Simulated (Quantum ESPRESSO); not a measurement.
# TaTiTe4 (P-3m1) in Quantum ESPRESSO: notebook

One crystal, TaTiTe4, is run at these levels: LDA+U; tasks: single point.

Program: Quantum ESPRESSO 7.5. These are calculated values, not measurements. Logs are shortened: lines on timing, memory, paths and dates and some standing lists are left out, and cuts for length are marked.

### Step 1. The crystal as given

It takes space group P-3m1 (No. 164, trigonal). The conventional cell has a = 3.736 Å, b = 3.736 Å, c = 14.133 Å, α = 90.00°, β = 90.00°, γ = 120.00°. Around Ta (site symmetry -3m) lie 6 Te at 2.82 Å. Te (site symmetry 3m) is surrounded by 3 Ta at 2.82 Å. Te (site symmetry 3m) is surrounded by 3 Ti at 2.77 Å. Ti (site symmetry -3m) is surrounded by 6 Te at 2.77 Å.

The cell comes from a database or a generator and needn't be the stable form of this composition.

### Step 2. Single point, LDA+U, collinear spin, zero start

pw.in

```
&CONTROL
  calculation = 'scf'
  prefix = 'pwscf'
  outdir = './tmp'
  pseudo_dir = './pseudo'
  tprnfor = .true.
  tstress = .true.
  disk_io = 'nowf'
/
&SYSTEM
  ibrav = 0
  nat = 6
  ntyp = 3
  ecutwfc = 56
  ecutrho = 448
  nbnd = 37
  occupations = 'smearing'
  smearing = 'gaussian'
  degauss = 0.00367493
  nspin = 2
  starting_magnetization(1) = 0
  starting_magnetization(2) = 0
  starting_magnetization(3) = 0
  tot_magnetization = 0
/
&ELECTRONS
  conv_thr = 2.4d-07
  electron_maxstep = 100
  mixing_beta = 0.7
  mixing_ndim = 20
/
ATOMIC_SPECIES
Ta   180.9479 ta_lda_v1.uspp.F.UPF
Te   127.6000 te_lda_v1.uspp.F.UPF
Ti    47.8670 ti_lda_v1.4.uspp.F.UPF
CELL_PARAMETERS angstrom
   3.7363064900    0.0000000000    0.0000000000
  -1.8681532400    3.2357363300    0.0000000000
   0.0000000000    0.0000000000   14.1327793500
ATOMIC_POSITIONS crystal
Ta     0.0000000000    0.0000000000    0.0000000000
Te     0.6666666667    0.3333333333    0.8719140000
Te     0.6666666667    0.3333333333    0.3771010000
Te     0.3333333333    0.6666666667    0.6228990000
Te     0.3333333333    0.6666666667    0.1280860000
Ti     0.0000000000    0.0000000000    0.5000000000
K_POINTS automatic
6 6 2 0 0 0
HUBBARD {atomic}
U Ta-5d 5.0
```

Potentials or basis: GBRV 1.5 LDA.

Run with:

```sh
$ OMP_NUM_THREADS=1 mpirun -n 2 pw.x -nk 2 -in pw.in > pw.out
```

pw.out:

```text
This program is part of the open-source Quantum ESPRESSO suite
     for quantum simulation of materials; please cite
         "P. Giannozzi et al., J. Phys.:Condens. Matter 21 395502 (2009);
         "P. Giannozzi et al., J. Phys.:Condens. Matter 29 465901 (2017);
         "P. Giannozzi et al., J. Chem. Phys. 152 154105 (2020);
     in publications or presentations arising from this work. More details at

     Message from routine  set_nelup_neldw :
     BEWARE: non-integer number of up and down electrons!
     Message from routine setup:
     using ibrav=0 with symmetry is DISCOURAGED, use correct ibrav instead

     K-points division:     npool     =       2
     Subspace diagonalization in iterative solution of the eigenvalue problem:
     a serial algorithm will be used

     G-vector sticks info
     --------------------
     sticks:   dense  smooth     PW     G-vecs:    dense   smooth      PW
     Sum        1531     769    223               184541    65239   10227

     Using Slab Decomposition

     bravais-lattice index     =            0
     lattice parameter (alat)  =       7.0606  a.u.
     unit-cell volume          =    1153.0279 (a.u.)^3
     number of atoms/cell      =            6
     number of atomic types    =            3
     number of electrons       =        49.00 (up:  24.50, down:  24.50)
     number of Kohn-Sham states=           37
     kinetic-energy cutoff     =      56.0000  Ry
     charge density cutoff     =     448.0000  Ry
     scf convergence threshold =      2.4E-07
     mixing beta               =       0.7000
     number of iterations used =           20  plain     mixing
     Exchange-correlation=  SLA  PZ   NOGX NOGC
                           (   1   1   0   0   0   0   0)
     Hubbard projectors: atomic
     Hubbard parameters of DFT+U (Dudarev formulation) in eV:
     U(Ta-5d) =  5.0000

     Internal variables: lda_plus_u =T, lda_plus_u_kind = 0

     Internal variables: orbital_resolved =F, hub_pot_fix =F, apply_U = F

     celldm(1)=   7.060596  celldm(2)=   0.000000  celldm(3)=   0.000000
     celldm(4)=   0.000000  celldm(5)=   0.000000  celldm(6)=   0.000000

     crystal axes: (cart. coord. in units of alat)
               a(1) = (   1.000000   0.000000   0.000000 )
               a(2) = (  -0.500000   0.866025   0.000000 )
               a(3) = (   0.000000   0.000000   3.782554 )

     reciprocal axes: (cart. coord. in units 2 pi/alat)
               b(1) = (  1.000000  0.577350 -0.000000 )
               b(2) = (  0.000000  1.154701  0.000000 )
               b(3) = (  0.000000 -0.000000  0.264372 )

     PseudoPot. # 1 for Ta read from file:
     ta_lda_v1.uspp.F.UPF
     Pseudo is Ultrasoft + core correction, Zval = 13.0
     Generated by new atomic code, or converted to UPF format
     Using radial grid of  921 points,  7 beta functions with:
                l(1) =   0
                l(2) =   0
                l(3) =   1
                l(4) =   1
                l(5) =   2
                l(6) =   2
                l(7) =   3
     Q(r) pseudized with  6 coefficients,  rinner =    1.300   1.300   1.300
                                                       1.300   1.300   1.300
                                                       1.300

     PseudoPot. # 2 for Te read from file:
     te_lda_v1.uspp.F.UPF
     Pseudo is Ultrasoft + core correction, Zval =  6.0
     Generated by new atomic code, or converted to UPF format
     Using radial grid of  891 points,  5 beta functions with:
                l(1) =   0
                l(2) =   0
                l(3) =   1
                l(4) =   1
                l(5) =   2
     Q(r) pseudized with  6 coefficients,  rinner =    1.800   1.800   1.800
                                                       1.800   1.800

     PseudoPot. # 3 for Ti read from file:
     ti_lda_v1.4.uspp.F.UPF
     Pseudo is Ultrasoft + core correction, Zval = 12.0
     Generated by new atomic code, or converted to UPF format
     Using radial grid of  851 points,  6 beta functions with:
                l(1) =   0
                l(2) =   0
                l(3) =   1
                l(4) =   1
                l(5) =   2
                l(6) =   2
     Q(r) pseudized with  6 coefficients,  rinner =    1.000   1.000   1.000
                                                       1.000   1.000

[... 112 lines left out ...]
       0.000  0.000  1.000 -0.000  0.000
       0.214 -0.450 -0.000 -0.853 -0.155
       0.450  0.214 -0.000 -0.155  0.853
      -0.783 -0.372  0.000 -0.089  0.491
[... 145 lines left out ...]
     total magnetization       =    -0.00 Bohr mag/cell
     absolute magnetization    =     0.00 Bohr mag/cell

[... 49 further cycles ...]
     iteration # 60     ecut=    56.00 Ry     beta= 0.70
     Davidson diagonalization with overlap
     ethr =  1.15E-05,  avg # of iterations =  2.0

     negative rho (up, down):  4.847E-02 4.847E-02
[... 103 lines left out ...]
     iteration # 69     ecut=    56.00 Ry     beta= 0.70
     Davidson diagonalization with overlap
     ethr =  6.37E-10,  avg # of iterations =  1.2

     negative rho (up, down):  4.848E-02 4.848E-02

     Magnetic moment per site  (integrated on atomic sphere of radius R)
     atom   1 (R=0.311)  charge= 10.4871  magn= -0.0000
     atom   2 (R=0.306)  charge=  3.3530  magn=  0.0000
     atom   3 (R=0.306)  charge=  3.3733  magn= -0.0000
     atom   4 (R=0.306)  charge=  3.3733  magn= -0.0000
     atom   5 (R=0.306)  charge=  3.3530  magn=  0.0000
     atom   6 (R=0.306)  charge= 10.2473  magn=  0.0000

     End of self-consistent calculation

     =================== HUBBARD OCCUPATIONS ===================
     ------------------------ ATOM    1 ------------------------
     Tr[ns(  1)] (up, down, total) =   2.92100  2.92100  5.84200
     Atomic magnetic moment for atom   1 =  -0.00000
     SPIN  1
     eigenvalues:
       0.486  0.507  0.507  0.711  0.711
     eigenvectors (columns):
      -1.000  0.000  0.000 -0.000  0.000
      -0.000 -0.142 -0.263 -0.936  0.186
      -0.000 -0.263  0.142  0.186  0.936
       0.000  0.840 -0.453  0.058  0.294
       0.000  0.453  0.840 -0.294  0.058
     occupation matrix ns (before diag.):
       0.486  0.000  0.000  0.000  0.000
       0.000  0.693  0.000 -0.000  0.058
[... 6 lines left out ...]
     eigenvectors (columns):
      -1.000  0.000  0.000 -0.000  0.000
      -0.000 -0.142 -0.263 -0.936  0.186
      -0.000 -0.263  0.142  0.186  0.936
       0.000  0.840 -0.453  0.058  0.294
       0.000  0.453  0.840 -0.294  0.058
     occupation matrix ns (before diag.):
       0.486  0.000  0.000  0.000  0.000
       0.000  0.693  0.000 -0.000  0.058
       0.000  0.000  0.693  0.058  0.000
       0.000 -0.000  0.058  0.525 -0.000
       0.000  0.058  0.000 -0.000  0.525

     Number of occupied Hubbard levels =    5.8420

 ------ SPIN UP ------------

          k = 0.0000 0.0000 0.0000 (  8181 PWs)   bands (ev):

   -60.7413 -48.9821 -27.2348 -27.2348 -27.0916 -25.5385 -25.5385 -25.5141
    -5.2430  -4.2952  -4.2848  -3.4605   2.0772   3.7090   4.8400   4.9138
     4.9138   6.3891   6.3891   7.2701   7.5996   7.5996   7.6994   8.1993
     8.1993   8.2906   8.2906   8.5551   8.9950   8.9950  11.1128  11.1128
    11.3721  11.3721  12.3520  12.6303  13.4425
[... 35 lines left out ...]
   -60.7408 -48.9794 -27.2990 -27.2502 -27.0799 -25.5749 -25.5470 -25.5061
    -4.2943  -3.8993  -3.2398  -2.8399   2.7849   3.2000   3.6555   4.0921
     4.4717   4.6468   4.8071   5.4604   6.2550   6.5519   6.6074   6.8895
     7.2491   7.8297   9.0571   9.1676   9.2885   9.5706  10.1597  10.8317
    11.0979  11.2390  11.6607  12.5125  12.8640

          k = 0.0000-0.5774 0.0000 (  8146 PWs)   bands (ev):

   -60.7407 -48.9785 -27.3203 -27.2552 -27.0740 -25.5870 -25.5498 -25.5034
    -4.1756  -3.3375  -2.6858  -2.6269   1.7078   2.9077   3.0894   3.8374
     4.1282   4.4419   5.0422   5.3891   6.1028   6.2926   6.5465   6.6441
     7.2208   7.6842   9.0725   9.3732   9.4418   9.8563  10.0316  10.7445
    11.2874  11.2903  11.3186  11.8041  12.5166

          k = 0.0000-0.5774-0.1322 (  8124 PWs)   bands (ev):

   -60.7407 -48.9785 -27.3203 -27.2552 -27.0740 -25.5870 -25.5498 -25.5034
    -4.1756  -3.3375  -2.6827  -2.6300   1.7067   2.9031   3.1785   3.6277
     4.1996   4.4421   5.1041   5.6677   5.8733   6.0871   6.5836   6.7520
     7.1932   7.7083   9.0726   9.3748   9.4420   9.8564  10.2379  10.5228
    10.8831  11.1565  11.7161  12.2423  12.6026
[... 43 lines left out ...]
   -60.7390 -48.9780 -27.2959 -27.2959 -27.0718 -25.5721 -25.5721 -25.5021
    -3.5904  -3.5904  -2.4669  -2.4669   2.7681   3.0150   3.0150   3.8838
     4.0318   4.0318   4.4960   4.7613   4.7613   5.0718   5.7865   5.7865
     8.8264   8.8509   8.8509   8.9137   9.0241   9.0241  10.3598  10.3598
    10.7190  10.7190  11.5721  12.3037  14.1518

 ------ SPIN DOWN ----------

          k = 0.0000 0.0000 0.0000 (  8181 PWs)   bands (ev):

   -60.7413 -48.9821 -27.2348 -27.2348 -27.0916 -25.5385 -25.5385 -25.5141
    -5.2430  -4.2952  -4.2848  -3.4605   2.0772   3.7090   4.8400   4.9138
     4.9138   6.3891   6.3891   7.2701   7.5996   7.5996   7.6994   8.1993
     8.1993   8.2906   8.2906   8.5551   8.9950   8.9950  11.1128  11.1128
    11.3721  11.3721  12.3520  12.6303  13.4425
[... 35 lines left out ...]
   -60.7408 -48.9794 -27.2990 -27.2502 -27.0799 -25.5749 -25.5470 -25.5061
    -4.2943  -3.8993  -3.2398  -2.8399   2.7849   3.2000   3.6555   4.0921
     4.4717   4.6468   4.8071   5.4604   6.2550   6.5519   6.6074   6.8895
     7.2491   7.8297   9.0571   9.1676   9.2885   9.5706  10.1597  10.8317
    11.0979  11.2390  11.6607  12.5125  12.8640

          k = 0.0000-0.5774 0.0000 (  8146 PWs)   bands (ev):

   -60.7407 -48.9785 -27.3203 -27.2552 -27.0740 -25.5870 -25.5498 -25.5034
    -4.1756  -3.3375  -2.6858  -2.6269   1.7078   2.9077   3.0894   3.8374
     4.1282   4.4419   5.0422   5.3891   6.1028   6.2926   6.5465   6.6441
     7.2208   7.6842   9.0725   9.3732   9.4418   9.8563  10.0316  10.7445
    11.2874  11.2903  11.3186  11.8041  12.5166

          k = 0.0000-0.5774-0.1322 (  8124 PWs)   bands (ev):

   -60.7407 -48.9785 -27.3203 -27.2552 -27.0740 -25.5870 -25.5498 -25.5034
    -4.1756  -3.3375  -2.6827  -2.6300   1.7067   2.9031   3.1785   3.6277
     4.1996   4.4421   5.1041   5.6677   5.8733   6.0871   6.5836   6.7520
     7.1932   7.7083   9.0726   9.3748   9.4420   9.8564  10.2379  10.5228
    10.8831  11.1565  11.7161  12.2423  12.6026
[... 43 lines left out ...]
   -60.7390 -48.9780 -27.2959 -27.2959 -27.0718 -25.5721 -25.5721 -25.5021
    -3.5904  -3.5904  -2.4669  -2.4669   2.7681   3.0150   3.0150   3.8838
     4.0318   4.0318   4.4960   4.7613   4.7613   5.0718   5.7865   5.7865
     8.8264   8.8509   8.8509   8.9137   9.0241   9.0241  10.3598  10.3598
    10.7190  10.7190  11.5721  12.3037  14.1518

     the spin up/dw Fermi energies are     7.8063    7.8063 ev

!    total energy              =    -367.10237436 Ry
     estimated scf accuracy    <       0.00000005 Ry
     smearing contrib. (-TS)   =      -0.00029048 Ry
     internal energy E=F+TS    =    -367.10208388 Ry

     The total energy is F=E-TS. E is the sum of the following terms:
     one-electron contribution =    -169.19324091 Ry
     hartree contribution      =      99.59732158 Ry
     xc contribution           =    -117.53343750 Ry
     ewald contribution        =    -180.39931523 Ry
     Hubbard energy            =       0.42658818 Ry

     total magnetization       =     0.00 Bohr mag/cell
     absolute magnetization    =     0.00 Bohr mag/cell

     convergence has been achieved in  69 iterations

     negative rho (up, down):  4.848E-02 4.848E-02

     Forces acting on atoms (cartesian axes, Ry/au):

     atom    1 type  1   force =     0.00000000    0.00000000    0.00000000
     atom    2 type  2   force =    -0.00000000   -0.00000000    0.03257073
     atom    3 type  2   force =     0.00000000    0.00000000    0.01334710
     atom    4 type  2   force =     0.00000000    0.00000000   -0.01334710
     atom    5 type  2   force =     0.00000000    0.00000000   -0.03257073
     atom    6 type  3   force =     0.00000000   -0.00000000    0.00000000

     Total force =     0.049779     Total SCF correction =     0.000520

     Computing stress (Cartesian axis) and pressure

     negative rho (up, down):  4.848E-02 4.848E-02
          total   stress  (Ry/bohr**3)                   (kbar)     P=      -52.66
  -0.00032518   0.00000000   0.00000000          -47.84        0.00        0.00
   0.00000000  -0.00032518  -0.00000000            0.00      -47.84       -0.00
   0.00000000  -0.00000000  -0.00042346            0.00       -0.00      -62.29

=------------------------------------------------------------------------------=
   JOB DONE.
=------------------------------------------------------------------------------=
```

Wall time 9.9 min (2 MPI ranks of Intel Xeon Platinum 8488C (Sapphire Rapids), shared host); peak memory 1.7 GiB.

What came out:

```
Free energy                                           : -4994.6823 eV
Pressure                                              : -5.3 GPa
Largest force                                         : 0.837 eV/Å
Net moment                                            : 0.00 μB per cell
Absolute moment                                       : 0.00 μB per cell
Valence electrons inside the program's atomic spheres : Ta 10.49; Te 3.35, 3.37; Ti 10.25
```

Forces in eV/Å, atoms in the order of the input:
```
Ta   0.000  0.000  0.000
Te   0.000  0.000  0.837
Te   0.000  0.000  0.343
Te   0.000  0.000 -0.343
Te   0.000  0.000 -0.837
Ti   0.000  0.000  0.000
```

Eigenvalues of the final occupation matrices:
```tsv
site	spin	trace	eigenvalues
Ta 1 5d	1	2.92	0.49 0.51 0.51 0.71 0.71
Ta 1 5d	2	2.92	0.49 0.51 0.51 0.71 0.71
```

Caveat: the total moment is fixed, so each spin has its own Fermi level; the U is typed as a test and isn't derived for this compound.

### Step 3. Single point, LDA+U, collinear spin, ferromagnetic start

Edit pw.in of step 2 so:

```diff
@@ -20,6 +20,5 @@
   nspin = 2
-  starting_magnetization(1) = 0
+  starting_magnetization(1) = 0.0769
   starting_magnetization(2) = 0
   starting_magnetization(3) = 0
-  tot_magnetization = 0
 /
```

Potentials or basis: GBRV 1.5 LDA.

Run with:

```sh
$ OMP_NUM_THREADS=1 mpirun -n 2 pw.x -nk 2 -in pw.in > pw.out
```

Run time: 12 min. Hardware: 2 MPI ranks of Intel Xeon Platinum 8488C (Sapphire Rapids), shared host; peak memory 1.7 GiB.

The run converged. Its results:

```
Free energy                                           : -4994.8493 eV
Pressure                                              : -3.5 GPa
Largest force                                         : 0.417 eV/Å
Band gap on the k mesh                                : none (metal or under the smearing width)
Net moment                                            : 1.01 μB per cell
Absolute moment                                       : 1.66 μB per cell
Site moments                                          : Ta +0.87; Te -0.11, -0.00; Ti +0.01 μB
Valence electrons inside the program's atomic spheres : Ta 10.50; Te 3.37; Ti 10.25
```

Forces on the atoms (eV/Å):
```
Ta   0.000  0.000  0.000
Te   0.000  0.000  0.417
Te   0.000  0.000  0.359
Te   0.000  0.000 -0.359
Te   0.000  0.000 -0.417
Ti   0.000  0.000  0.000
```

Stress tensor (GPa, compression positive):
```
-2.99  0.00  0.00
 0.00 -2.99  0.00
 0.00  0.00 -4.66
```

Levels at points of the mesh, in eV from the Fermi level:
Spin up:
```csv
k point,band 22,band 23,band 24,band 25,band 26,band 27,band 28,band 29
"(0.00, 0.00, 0.00)",-0.86,-0.45,0.50,0.50,0.56,0.56,0.67,1.23
"(0.00, 0.00, -0.50)",-1.14,-0.27,0.50,0.50,0.57,0.57,0.71,1.22
"(0.00, -0.50, 0.00)",-1.67,-1.45,-1.13,-0.54,-0.11,0.86,1.21,1.29
"(0.00, -0.50, -0.50)",-1.69,-1.53,-1.10,-0.57,-0.07,0.86,1.21,1.29
```
Spin down:
| k point | band 22 | band 23 | band 24 | band 25 | band 26 | band 27 |
| --- | --- | --- | --- | --- | --- | --- |
| (0.00, 0.00, 0.00) | 0.50 | 0.50 | 0.51 | 0.51 | 1.23 | 1.23 |
| (0.00, 0.00, -0.50) | 0.50 | 0.51 | 0.51 | 0.72 | 1.22 | 1.22 |
| (0.00, -0.50, 0.00) | -1.43 | -1.14 | -0.54 | -0.13 | 0.41 | 1.29 |
| (0.00, -0.50, -0.50) | -1.69 | -1.10 | -0.57 | -0.07 | 0.41 | 1.29 |

Eigenvalues of the final occupation matrices:
```
   site  spin  trace               eigenvalues
Ta 1 5d     1   3.52  0.64 0.64 0.72 0.76 0.76
Ta 1 5d     2   2.12  0.25 0.25 0.25 0.68 0.68
```

Caveat: the k mesh is coarse; the U is typed as a test and isn't derived for this compound. The state reached can hang on the start; a lower one may exist.
